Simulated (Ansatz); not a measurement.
# SiNH4F (SMILES N[SiH2]F) at wB97X/aug-cc-pVDZ

What is the electronic atomisation energy of SiNH4F at wB97X/aug-cc-pVDZ? 

The results are computed with Ansatz 0.2.0.

67 further runs of the same task are left out: 67 set aside as unsound or not needed.

## Step 1: The system as given

SiNH4F has 7 atoms, charge 0, and is taken as a singlet. SMILES: `N[SiH2]F`. The coordinates come from a PBE0-D4/def2-TZVP relaxation. This is one conformer, not always the lowest.

Bond lengths: N1–Si2 1.696 Å, Si2–F3 1.605 Å, N1–H4 1.006 Å, N1–H5 1.006 Å, Si2–H6 1.479 Å, Si2–H7 1.479 Å. Angles: N1–Si2–F3 114.6°, N1–Si2–H6 108.3°, N1–Si2–H7 108.3°, F3–Si2–H6 105.8°, F3–Si2–H7 105.8°, Si2–N1–H4 122.0°, Si2–N1–H5 122.0°, H6–Si2–H7 114.0°, H4–N1–H5 111.8°.

## Step 2: The energy at wB97X/aug-cc-pVDZ

File run.yaml:

```yaml
crystal:
  periodic: [false, false, false]
  atoms:
    - symbol: "N"
      position_ang: [-0.761500, 0.339000, -0.625200]
    - symbol: Si
      position_ang: [0.531100, -0.115700, 0.373400]
    - symbol: F
      position_ang: [0.515100, -1.653900, 0.829800]
    - symbol: H
      position_ang: [-0.786600, 0.105100, -1.603600]
    - symbol: H
      position_ang: [-1.682200, 0.513500, -0.258400]
    - symbol: H
      position_ang: [0.455900, 0.676200, 1.620700]
    - symbol: H
      position_ang: [1.789400, 0.068000, -0.382300]
basis:
  gaussian:
    orbitals: aug-cc-pVDZ
hamiltonian:
  xc: {name: wB97X}
accuracy: high
output: {orbitals: {seedname: orbitals}}
```

Started as:

```sh
$ ansatz run run.yaml --threads 1 --pin off --max-ram 3480MiB --events-out events.jsonl --progress --plain --runs-dir runs
```

What it wrote:

```text
Warning: RAYON_NUM_THREADS=1 ignored (pool sized by the plan → 1); use --threads N
Functional definition: wB97X
  name "wB97X"
  parameter omega = 0.3/bohr
  parameter cx = 0.157706
  parameter cx1 = 0.726479
  parameter cx2 = 1.04760
  parameter cx3 = -5.70635
  parameter cx4 = 13.2794
  parameter css1 = -4.33879
  parameter css2 = 18.2308
  parameter css3 = -31.7430
  parameter css4 = 17.2901
  parameter cos1 = 2.37031
  parameter cos2 = -11.3995
  parameter cos3 = 6.58405
  parameter cos4 = -3.78132
  exchange = spin_sum(e_x_unif_sr(omega)*poly(b97_u_x, 1 - cx, cx1, cx2, cx3, cx4)) + cx*exact_x_sr(omega)
      + exact_x_lr(omega)
  correlation = spin_sum(e_c_pw_same_spin*poly(b97_u_same, 1, css1, css2, css3, css4))
      + integral(e_c_pw_opposite_spin*poly(b97_u_opposite, 1, cos1, cos2, cos3, cos4))
2219 factors; integrals over basis functions are off by at most 3.5e-9 eV
472 factors; integrals over basis functions are off by at most 2.3e-9 eV
mean field evaluation 1: about -12145.8749 eV, gradient 5.5e1 eV
mean field evaluation 2: about -12146.1195 eV, gradient 5.4e1 eV
mean field evaluation 4: about -12151.2193 eV, gradient 1.7e0 eV
mean field evaluation 8: about -12151.2669 eV, gradient 7.5e-2 eV
mean field evaluation 16: about -12151.2669 eV, gradient 7.1e-6 eV
mean field -12151.26687011 eV, -446.5508210522 hartree, gradient 4.1e-8 eV, S^2 0.000000; 0 other end points of the search recorded, 0 dependent functions left out
reference -12151.26686171 eV, -446.5508207434 hartree; 17, 17 occupied and 92, 92 virtual orbitals, 2219 factors
Total energy: -12151.26686171 eV, -446.5508207434 hartree
```

Wall time 15 s (1 thread of Intel Xeon 6975P-C (Granite Rapids), shared host); peak memory 0.6 GiB.

## Step 3: The F atom at the same level

File molecule.yaml:

```yaml
basis:
  gaussian:
    orbitals: aug-cc-pVDZ
crystal:
  periodic: [false, false, false]
  atoms:
    - {symbol: F, position_ang: [0.000000, 0.000000, 0.000000]}
magnetization:
  spin_polarized: true
  initial_magnetization: 1
hamiltonian:
  xc: {name: wB97X}
accuracy: high
```

Run the same way, it converges to -99.71648 Eh (log not shown).

## Step 4: The H atom

File molecule.yaml:

```yaml
crystal:
  periodic: [false, false, false]
  atoms:
    - symbol: H
      position_ang: [0.000000, 0.000000, 0.000000]
basis:
  gaussian: {orbitals: aug-cc-pVDZ}
magnetization: {spin_polarized: true, initial_magnetization: 1}
hamiltonian: {xc: {name: wB97X}}
accuracy: high
```

Run the same way, it converges to -0.50101 Eh (log not shown).

## Step 5: The N atom at the same level

File input.yaml:

```yaml
basis:
  gaussian: {orbitals: aug-cc-pVDZ}
crystal:
  periodic: [false, false, false]
  atoms:
    - {symbol: N, position_ang: [0.000000, 0.000000, 0.000000]}
magnetization: {spin_polarized: true, initial_magnetization: 3}
hamiltonian: {xc: {name: wB97X}}
accuracy: high
```

Run the same way, it converges to -54.58168 Eh (log not shown).

## Step 6: The Si atom

File in.yaml:

```yaml
crystal:
  periodic: [false, false, false]
  atoms:
    - {symbol: Si, position_ang: [0.000000, 0.000000, 0.000000]}
basis:
  gaussian: {orbitals: aug-cc-pVDZ}
magnetization: {spin_polarized: true, initial_magnetization: 2}
hamiltonian: {xc: {name: wB97X}}
accuracy: high
```

Run the same way, it converges to -289.35778 Eh (log not shown).

## Step 7: Results

At wB97X/aug-cc-pVDZ:

| quantity | value |
| --- | --- |
| molecule: total energy | -446.55082 Eh |
| molecule: HOMO energy | -10.68 eV |
| molecule: LUMO energy | 1.09 eV |
| molecule: HOMO–LUMO gap | 11.77 eV |
| F atom: total energy | -99.71648 Eh |
| F atom: ⟨S²⟩ | 0.752 |
| H atom: total energy | -0.50101 Eh |
| H atom: ⟨S²⟩ | 0.750 |
| N atom: total energy | -54.58168 Eh |
| N atom: ⟨S²⟩ | 3.756 |
| Si atom: total energy | -289.35778 Eh |
| Si atom: ⟨S²⟩ | 2.005 |
| electronic atomisation energy | 24.241 eV |

In words: Taking the molecule apart into free atoms costs 24.24 eV (2339 kJ/mol), before zero-point energy and without spin-orbit coupling.
